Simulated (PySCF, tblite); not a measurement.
**C₈H₁₁ radical: geometry, infrared bands and EPR parameters**

Aim: predict the infrared bands and EPR parameters of C₈H₁₁ radical (`C=[C]C(C)(C=C)C=C`).

The runs use tblite 0.8.0 and PySCF 2.14.0, with density-fitted response routines of our own; the level of theory stands in each step. All values are computed, except where a source is named. Atoms are numbered from 0 throughout.

### Step 1. The molecule as given

19 atoms, charge 0, multiplicity 2; geometry from: force field or distance geometry start.

Bonds of the start (Å): C0–C1 1.31, C1–C2 1.48, C2–C3 1.53, C2–C4 1.53, C4–C5 1.35, C2–C6 1.53, C6–C7 1.34, C0–H8 1.08, C0–H9 1.08, C3–H10 1.10, C3–H11 1.10, C3–H12 1.11, C4–H13 1.09, C5–H14 1.10, C5–H15 1.07, C6–H16 1.09, C7–H17 1.09, C7–H18 1.09.

### Step 2. Geometry optimisation with GFN2-xTB

What the job is given:

```
{"job": {"kind": "relax", "xc": "GFN2-xTB", "basis": "xTB"}, "charge": 0, "multiplicity": 2}
C      2.750300    -0.425200    -0.725100
C      1.514400    -0.250600    -0.322400
C      0.130800    -0.068000     0.159100
C     -0.154800    -1.060700     1.282400
C      0.030400     1.340000     0.745800
C     -0.864300     2.304300     0.451500
C     -0.771000    -0.251500    -1.066600
C     -1.797900    -1.093900    -1.209100
H      3.434300     0.411300    -0.764100
H      3.081800    -1.398500    -1.044800
H      0.545700    -0.938500     2.122400
H     -0.048700    -2.108200     0.950600
H     -1.170900    -0.949500     1.707700
H      0.790800     1.574600     1.487300
H     -0.811000     3.276400     0.955500
H     -1.659700     2.166400    -0.255600
H     -0.523900     0.384900    -1.910900
H     -2.130500    -1.777600    -0.428200
H     -2.355600    -1.126500    -2.142900
```

Command:

```bash
$ OMP_NUM_THREADS=1 python probes_run.py task.json out
```

One launch serves the whole session: the jobs run in the order shown.

**Question.** This job is followed by: GFN2-xTB harmonic vibrations, gas phase; UKS B3LYP, pcH-1 on C H, non-relativistic, mean-field spin-orbit, GIAO. What will the session give for the following? strongest single infrared mode (GFN2-xTB); zero-point energy (GFN2-xTB); g(iso) (B3LYP); ⟨S²⟩; largest a(iso) (averaged by class); potential on the surface of density 0.002 e/bohr³, 1st and 99th percentile.

As calculated:

```
                                                                  quantity                 value
                                 strongest single infrared mode (GFN2-xTB)  1796 cm⁻¹, 59 km/mol
                                              zero-point energy (GFN2-xTB)         97.9 kcal/mol
                                                            g(iso) (B3LYP)               2.00216
                                                                      ⟨S²⟩    0.759 (exact 0.75)
                                        largest a(iso) (averaged by class)  13C on C1, 266.5 MHz
potential on the surface of density 0.002 e/bohr³, 1st and 99th percentile    -0.69 V and 0.76 V
```

**Reading.** The optimisation took 120 steps and gained 0.290 eV; among the close pairs (by a distance rule), C4–C5 changed most, from 1.348 to 1.321 Å. All 51 modes are real, so the xTB geometry is a minimum. The strongest single mode, at 1796 cm⁻¹, moves mainly C1 and C0. Unscaled tight-binding wavenumbers are off by several per cent, some by more. Its intensities can rank the bands wrongly. Most of the unpaired spin sits on C1 (0.97 e). The isotropic g lies 0.2 ppt below the free-electron value. The conformer search found further structures of the same energy, which may be mirror or relabelled copies of this one.
